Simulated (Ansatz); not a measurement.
# CH4AlFSi: basis-set convergence

An exercise on one series of results from a longer session: the logs are not shown, and one member is left open.

Computed with Ansatz 0.2.0, Gaussian basis. Level: one geometry, several basis sets.

Levels to be run: PBE0-D4/def2-SVP; ωB97M-V/def2-SVP; PBE0-D4/def2-QZVPP; ωB97M-V/def2-QZVPP; the functionals' def2-TZVPP values are taken from earlier runs.

**The relaxed structure**

All runs share one geometry, relaxed beforehand with PBE0-D4 in a triple-zeta def2 set.

SMILES `F[SiH]1[CH2][AlH]1`, 8 atoms, charge 0, spin multiplicity 1.

Atoms are counted from 1 here; the program's logs count them from 0.

Bond lengths: F1–Si2 1.606 Å, Si2–C3 1.868 Å, Si2–Al4 2.321 Å, Si2–H5 1.487 Å, C3–Al4 1.972 Å, C3–H6 1.110 Å, C3–H7 1.088 Å, Al4–H8 1.583 Å. Angles: F1–Si2–C3 119.9°, F1–Si2–Al4 135.0°, F1–Si2–H5 106.8°, C3–Si2–Al4 54.9°, C3–Si2–H5 111.0°, Al4–Si2–H5 116.5°, Si2–C3–Al4 74.3°, Si2–C3–H6 109.6°, Si2–C3–H7 125.4°, Al4–C3–H6 92.6°, Al4–C3–H7 140.1°, H6–C3–H7 108.5°, Si2–Al4–C3 50.8°, Si2–Al4–H8 170.6°, C3–Al4–H8 138.3°.

Set-up of the first run:

The input, in.yaml:

```yaml
crystal:
  periodic: [false, false, false]
  atoms:
    - {symbol: F, position_ang: [-2.042212, 0.960281, 1.032356]}
    - {symbol: Si, position_ang: [-0.502072, 0.529335, 0.880853]}
    - {symbol: C, position_ang: [0.233868, 0.286993, -0.819212]}
    - {symbol: Al, position_ang: [0.603216, -1.381556, 0.164207]}
    - {symbol: H, position_ang: [0.296561, 1.500425, 1.674081]}
    - {symbol: H, position_ang: [-0.509773, -0.206764, -1.478929]}
    - {symbol: H, position_ang: [0.753963, 1.049424, -1.396298]}
    - {symbol: H, position_ang: [1.258751, -2.795238, -0.112957]}
basis:
  gaussian: {orbitals: def2-SVP}
hamiltonian: {xc: pbe0, dispersion: d4}
output: {orbitals: {seedname: orbitals}}
```

Started as:

```bash
> ansatz run in.yaml --threads 2 --pin off --events-out ev --progress --plain --max-ram 4352MiB
```

Among the steps run: PBE0-D4 in def2-SVP; ωB97M-V in def2-SVP; PBE0-D4 in def2-QZVPP; ωB97M-V in def2-QZVPP.

One table of the session follows, with a row left open; its other results are not shown here.

It belongs to the step «Functionals by basis». 

| functional | basis | HOMO (eV) | LUMO (eV) |
| --- | --- | --- | --- |
| PBE0-D4 | def2-SVP | -6.32 | -1.97 |
| PBE0-D4 | def2-TZVPP | -6.33 | -2.00 |
| PBE0-D4 | def2-QZVPP | ? | ? |
| ωB97M-V | def2-SVP | -8.24 | -0.21 |
| ωB97M-V | def2-TZVPP | -8.29 | -0.30 |
| ωB97M-V | def2-QZVPP | -8.30 | -0.41 |

**Question.** Estimate the row for PBE0-D4, def2-QZVPP.

**Answer.** HOMO (eV): -6.34; LUMO (eV): -2.02. In the column «HOMO (eV)» it lies between ωB97M-V, def2-SVP (-8.24) and PBE0-D4, def2-TZVPP (-6.33).
